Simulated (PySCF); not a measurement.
# C3H2BNO3: electronic excitations and core binding energies

What electronic excitations and core binding energies should C3H2BNO3 (`N#CC1=COB(O)O1`) show?

Computed with PySCF 2.14.0, with density-fitted response routines of our own, on a single molecule in the gas phase. Atoms are numbered from 0 throughout.

## (1) The molecule as given

10 atoms, charge 0, multiplicity 1; geometry from: GFN2-xTB.

Bonds of the start (Å): N0–C1 1.15, C1–C2 1.40, C2–C3 1.35, C3–O4 1.35, O4–B5 1.39, B5–O6 1.33, B5–O7 1.39, O7–C2 1.37, C3–H8 1.07, O6–H9 0.96.

## (2) Excited states and response: wB97X-D/def2-SVPD

What the job is given:

```
{"job": {"kind": "uv", "xc": "wB97X-D", "basis": "def2-SVPD", "nstates": 8, "ntriplets": 3}, "charge": 0, "multiplicity": 1}
N     -2.922571     1.641717    -0.616872
C     -1.978462     1.032492    -0.390552
C     -0.830391     0.274407    -0.109091
C     -0.724163    -0.997502     0.336563
O      0.573252    -1.336919     0.472766
B      1.298303    -0.213191     0.090156
O      2.631509    -0.152932     0.088126
O      0.425348     0.801546    -0.275991
H     -1.475197    -1.722684     0.579111
H      3.011255     0.677720    -0.196743
```

With the program's defaults for keys left out, this is: TDDFT wB97X-D/def2-SVPD, vertical, gas phase, core orbitals frozen in the response.

Command:

```bash
$ OMP_NUM_THREADS=1 python probes_run.py task.json out
```

This one command runs all jobs of the session in turn.

**Question.** This job is followed by: delta-SCF UKS SCAN, pcX-2 on the ionised atom, pcseg-1 elsewhere, spin-free X2C. Predict these results of the whole session: lowest singlet (wB97X-D/def2-SVPD); brightest single state of those computed; lowest triplet; C1s binding energies, SCAN/pcX-2; O1s binding energies, SCAN/pcX-2; N1s binding energies, SCAN/pcX-2; B1s binding energies, SCAN/pcX-2.

The runs gave:

```
                                quantity                               value
      lowest singlet (wB97X-D/def2-SVPD)         5.83 eV (213 nm), f = 0.000
brightest single state of those computed         state 2, 5.86 eV, f = 0.312
                          lowest triplet                             3.51 eV
        C1s binding energies, SCAN/pcX-2  C2 293.52, C3 292.91, C1 292.54 eV
        O1s binding energies, SCAN/pcX-2  O6 540.21, O4 540.16, O7 540.14 eV
        N1s binding energies, SCAN/pcX-2                        N0 405.17 eV
        B1s binding energies, SCAN/pcX-2                        B5 199.05 eV
```

In words: The lowest singlet, at 5.83 eV, is HOMO→LUMO+2 0.51, HOMO→LUMO+1 0.44 and is dark; of the 8 states computed, the strongest absorption comes from state 2 at 5.86 eV. The lowest triplet lies 2.32 eV below the lowest singlet (triplets in Tamm-Dancoff, singlets in full TDDFT). C2 (alkene carbon bearing oxygen) binds its C1s electron 0.98 eV more tightly than C1 (nitrile carbon). The O1s levels computed lie within 0.07 eV of one another, too close to rank.
